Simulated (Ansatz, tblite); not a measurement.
# In13P13 wurtzite off sphere (In13P13H32): spin-state energies by level

Aim: set other spin states of In13P13 wurtzite off sphere (In13P13H32) against its singlet, on many levels of theory.

Program: Ansatz 0.2.0, Gaussian basis. Level of theory: as each input shows. These are calculated values, not measurements.

Levels to be run: triplet, at the geometry of the singlet (GFN1-xTB, GFN2-xTB, PBE0-D4/def2-TZVP, PBE-D4/def2-TZVP); the singlet's energies come from earlier runs.

2 further runs of the same task are left out: 1 for a known fault of the program, 1 set aside as unsound or not needed. Runs told in other sessions of the task aren't counted.

## Step 1: The geometry

The geometry is that of the singlet, from an earlier relaxation (PBE-D4/def2-SVP).

58 atoms, charge 0, spin multiplicity 1.

Bond lengths: In1–P2 2.672 Å, In1–P6 2.640 Å, In1–H27 1.735 Å, In1–H28 1.736 Å, P2–In8 2.600 Å, P2–H29 1.430 Å, P2–H30 1.430 Å, In3–P4 2.676 Å, In3–P7 2.606 Å, In3–H31 1.745 Å, In3–H32 1.737 Å, P4–In9 2.601 Å, P4–H33 1.433 Å, P4–H34 1.432 Å, In5–P6 2.574 Å, In5–P7 2.566 Å, In5–P16 2.641 Å, In5–H35 1.742 Å and more. Angles: P2–In1–P6 92.6°, P2–In1–H27 105.7°, P2–In1–H28 105.0°, P6–In1–H27 108.4°, P6–In1–H28 108.2°, H27–In1–H28 130.3°, In1–P2–In8 119.0°, In1–P2–H29 112.0°, In1–P2–H30 111.0°, In8–P2–H29 107.4°, In8–P2–H30 106.3°, H29–P2–H30 99.2°, P4–In3–P7 96.8°, P4–In3–H31 102.8°, P4–In3–H32 105.6°, P7–In3–H31 107.8°, P7–In3–H32 110.8°, H31–In3–H32 128.1° and more.

In takes a core potential in the def2 sets. No spin-orbit coupling is included.

## Step 2: Triplet at the fixed geometry, GFN1-xTB

Tight binding, by tblite at 300 K electronic temperature and without a spin-polarisation term:

```python
tblite.interface.Calculator('GFN1-xTB', numbers, positions, charge=0, uhf=2).singlepoint()
```

Energy -1956.9211 eV; 1.1 s.

## Step 3: Triplet at the fixed geometry, GFN2-xTB

Tight binding, by tblite at 300 K electronic temperature and without a spin-polarisation term:

```python
tblite.interface.Calculator('GFN2-xTB', numbers, positions, charge=0, uhf=2).singlepoint()
```

Energy -1769.3740 eV; 1.1 s.

## Step 4: Triplet at the fixed geometry, PBE0-D4/def2-TZVP

Input file in.yaml:

```yaml
crystal:
  periodic: [false, false, false]
  atoms:
    - {symbol: In, position_ang: [-4.030979, -2.345099, -3.394990]}
    - {symbol: P, position_ang: [-3.672524, -2.109083, -0.757724]}
    - {symbol: In, position_ang: [0.051692, -4.752447, -0.045226]}
    - {symbol: P, position_ang: [0.503921, -4.484822, 2.578367]}
    - {symbol: In, position_ang: [0.284424, -2.384516, -3.239733]}
    - {symbol: P, position_ang: [-1.799498, -1.043854, -3.937768]}
    - {symbol: P, position_ang: [0.438887, -2.255058, -0.682034]}
    - {symbol: In, position_ang: [-1.544678, -0.901198, 0.121465]}
    - {symbol: In, position_ang: [0.359581, -2.207367, 3.827283]}
    - {symbol: P, position_ang: [-1.597181, -0.923839, 2.720516]}
    - {symbol: In, position_ang: [-1.923651, 1.430852, -3.240383]}
    - {symbol: P, position_ang: [-1.737114, 1.494198, -0.682985]}
    - {symbol: In, position_ang: [-4.093903, 2.407442, -0.045572]}
    - {symbol: In, position_ang: [-1.736421, 1.413475, 3.825093]}
    - {symbol: P, position_ang: [-3.632615, 2.681889, 2.574073]}
    - {symbol: P, position_ang: [2.327423, -0.876270, -3.963450]}
    - {symbol: In, position_ang: [2.585868, -1.059959, 0.107221]}
    - {symbol: P, position_ang: [2.313687, -0.935557, 2.723463]}
    - {symbol: In, position_ang: [2.716566, 1.568806, -3.092372]}
    - {symbol: P, position_ang: [0.403472, 2.449193, -3.963863]}
    - {symbol: P, position_ang: [2.462677, 1.422423, -0.568766]}
    - {symbol: In, position_ang: [0.368741, 2.763198, 0.103969]}
    - {symbol: In, position_ang: [2.390617, 1.383713, 3.856277]}
    - {symbol: P, position_ang: [0.341727, 2.470923, 2.720976]}
    - {symbol: In, position_ang: [4.658210, 2.695888, 0.048964]}
    - {symbol: P, position_ang: [4.413540, 2.546284, 2.713771]}
    - {symbol: H, position_ang: [-3.787099, -4.025716, -3.752493]}
    - {symbol: H, position_ang: [-5.370125, -1.303108, -3.760799]}
    - {symbol: H, position_ang: [-3.753873, -3.371988, -0.091892]}
    - {symbol: H, position_ang: [-4.786664, -1.454865, -0.144888]}
    - {symbol: H, position_ang: [-1.664312, -5.059393, -0.111788]}
    - {symbol: H, position_ang: [1.342142, -5.748990, -0.643449]}
    - {symbol: H, position_ang: [-0.209197, -5.453238, 3.356967]}
    - {symbol: H, position_ang: [1.822896, -4.941992, 2.897382]}
    - {symbol: H, position_ang: [0.438647, -3.953544, -3.979777]}
    - {symbol: H, position_ang: [-1.754419, -1.015206, -5.371962]}
    - {symbol: H, position_ang: [0.314880, -2.309047, 5.561414]}
    - {symbol: H, position_ang: [-2.793792, -1.614277, 3.103113]}
    - {symbol: H, position_ang: [-3.207319, 2.347609, -3.978625]}
    - {symbol: H, position_ang: [-5.216910, 1.072922, -0.096103]}
    - {symbol: H, position_ang: [-4.319214, 4.015801, -0.660241]}
    - {symbol: H, position_ang: [-1.848728, 1.425344, 5.559033]}
    - {symbol: H, position_ang: [-4.825895, 2.557450, 3.357239]}
    - {symbol: H, position_ang: [-3.361221, 4.052976, 2.885313]}
    - {symbol: H, position_ang: [2.485109, -0.897563, -5.387720]}
    - {symbol: H, position_ang: [3.512358, -1.611785, -3.638808]}
    - {symbol: H, position_ang: [4.073481, -1.860851, -0.330115]}
    - {symbol: H, position_ang: [3.462574, -1.607019, 3.260197]}
    - {symbol: H, position_ang: [4.064492, 2.348832, -3.866948]}
    - {symbol: H, position_ang: [0.461773, 2.594844, -5.388372]}
    - {symbol: H, position_ang: [0.357871, 3.843523, -3.640929]}
    - {symbol: H, position_ang: [0.410592, 4.450900, -0.338166]}
    - {symbol: H, position_ang: [2.401916, 1.393210, 5.595764]}
    - {symbol: H, position_ang: [0.329743, 3.802011, 3.256675]}
    - {symbol: H, position_ang: [6.024082, 1.677748, -0.305262]}
    - {symbol: H, position_ang: [4.451522, 4.388660, -0.296803]}
    - {symbol: H, position_ang: [5.577065, 1.971088, 3.318737]}
    - {symbol: H, position_ang: [4.515146, 3.836487, 3.326725]}
basis:
  gaussian: {orbitals: def2-TZVP, fitting: {mean_field: def2-universal-jkfit}}
magnetization: {spin_polarized: true, initial_magnetization: 2}
hamiltonian: {xc: pbe0, dispersion: d4}
scf: {omitted_lower_state_checks: [starts]}
output: {orbitals: {seedname: orbitals}}
```

Started as:

```console
$ ansatz run in.yaml --threads 11 --pin off --events-out ev --progress --plain --max-ram 174080MiB --backend cuda --devices 0, --max-vram 75GiB
```

Standard output:

```text
Functional definition: PBE0
  name "PBE0"
  cite "Adamo & Barone, J. Chem. Phys. 110, 6158 (1999) doi:10.1063/1.478522"
  cite "Perdew, Burke & Ernzerhof, Phys. Rev. Lett. 77, 3865 (1996) doi:10.1103/PhysRevLett.77.3865"
  parent pbe
  parameter a = 0.25
  parameter kappa = 0.804
  parameter beta = 0.06672455060314922
  exchange = (1 - a)*pbe_x(kappa = kappa, mu = beta*pi^2/3) + a*exact_x
  correlation = pbe_c(beta = beta)
these checks for a lower state are left out or cut short: starts
5074 factors; integrals over basis functions are off by at most 6.2e-1 eV
mean field evaluation 1: about -188494.8315 eV, gradient 4.5e1 eV
mean field evaluation 2: about -188487.0478 eV, gradient 6.0e1 eV
mean field evaluation 4: about -188505.2095 eV, gradient 7.3e0 eV
mean field evaluation 8: about -188505.5728 eV, gradient 7.8e-1 eV
mean field evaluation 16: about -188505.6162 eV, gradient 1.4e-1 eV
mean field evaluation 32: about -188505.6272 eV, gradient 5.0e-3 eV
mean field -188505.63594106 eV, -6927.4543471248 hartree, gradient 6.6e-6 eV, S^2 2.005847; 0 other end points of the search recorded, 0 dependent functions left out
reference -188505.63609295 eV, -6927.4543527064 hartree; 251, 249 occupied and 1072, 1074 virtual orbitals, 5074 factors
Total energy: -188509.99303937 eV, -6927.6144675343 hartree
Checks for a lower state left out: starts
```

Run time: 63 s. Hardware: 1 × H100 with 11 threads of AMD EPYC 7R13, shared host; peak host memory 2.5 GiB.

HOMO -2.68 eV, LUMO -5.60 eV (over both spins; with the spin held, an empty level of the minority spin lies below the top filled one); ⟨S²⟩ 2.006 (pure: 2.00).

## Step 5: Triplet at the fixed geometry, PBE-D4/def2-TZVP

start.molden holds the orbitals of an earlier run on this state, given as this run's starting guess.

in.yaml: that of step 4 with these lines changed.

```diff
@@ -62,5 +62,5 @@
 basis:
-  gaussian: {orbitals: def2-TZVP, fitting: {mean_field: def2-universal-jkfit}}
+  gaussian: {orbitals: def2-TZVP, fitting: {mean_field: def2-universal-jkfit}, initial_orbitals: start.molden}
 magnetization: {spin_polarized: true, initial_magnetization: 2}
-hamiltonian: {xc: pbe0, dispersion: d4}
+hamiltonian: {xc: pbe, dispersion: d4}
 scf: {omitted_lower_state_checks: [starts]}
```

The command is unchanged.

Standard output, cut to the lines that bear on the results:

```text
Functional definition: PBE
  name "PBE"
  cite "Perdew, Burke & Ernzerhof, Phys. Rev. Lett. 77, 3865 (1996) doi:10.1103/PhysRevLett.77.3865"
  parent pbe
[...]
5074 factors; integrals over basis functions are off by at most 6.2e-1 eV
[...]
mean field -188494.69901278 eV, -6927.0524224236 hartree, gradient 1.8e-6 eV, S^2 2.001831; 0 other end points of the search recorded, 0 dependent functions left out
reference -188494.69921373 eV, -6927.0524298086 hartree; 251, 249 occupied and 1072, 1074 virtual orbitals, 5074 factors
Total energy: -188499.41614096 eV, -6927.2257736871 hartree
Checks for a lower state left out: starts
```

Wall time 39 s (1 × H100 with 11 threads of AMD EPYC 7R13, shared host); peak host memory 2.4 GiB.

HOMO -2.49 eV, LUMO -5.77 eV (over both spins; with the spin held, an empty level of the minority spin lies below the top filled one); ⟨S²⟩ 2.002 (pure: 2.00).

## Step 6: Triplet less singlet, vertical

The singlet's energies are those of its earlier runs, whose logs aren't repeated here.

| level | triplet less singlet, vertical (kcal/mol) | time |
| --- | --- | --- |
| GFN1-xTB | +64.8 | 1.9 s |
| GFN2-xTB | +68.6 | 1.8 s |
| PBE-D4/def2-TZVP | +76.4 | 49 s |
| PBE0-D4/def2-TZVP | +92.4 | 75 s |

Times add the two runs; a level without a time comes out of a correlated run. Tight binding without a spin term can't rank spin states.

## Step 7: Summary of results

| quantity | value |
| --- | --- |
| triplet less singlet, vertical, functionals in def2-TZVP | +76.4 (PBE-D4) to +92.4 kcal/mol (PBE0-D4) |

In words: All functionals put the triplet above the singlet, over a spread of 16.0 kcal/mol. The checks for a lower triplet were left out, so another state of that spin may lie lower. These are electronic energies, without zero-point motion, entropy or surroundings.
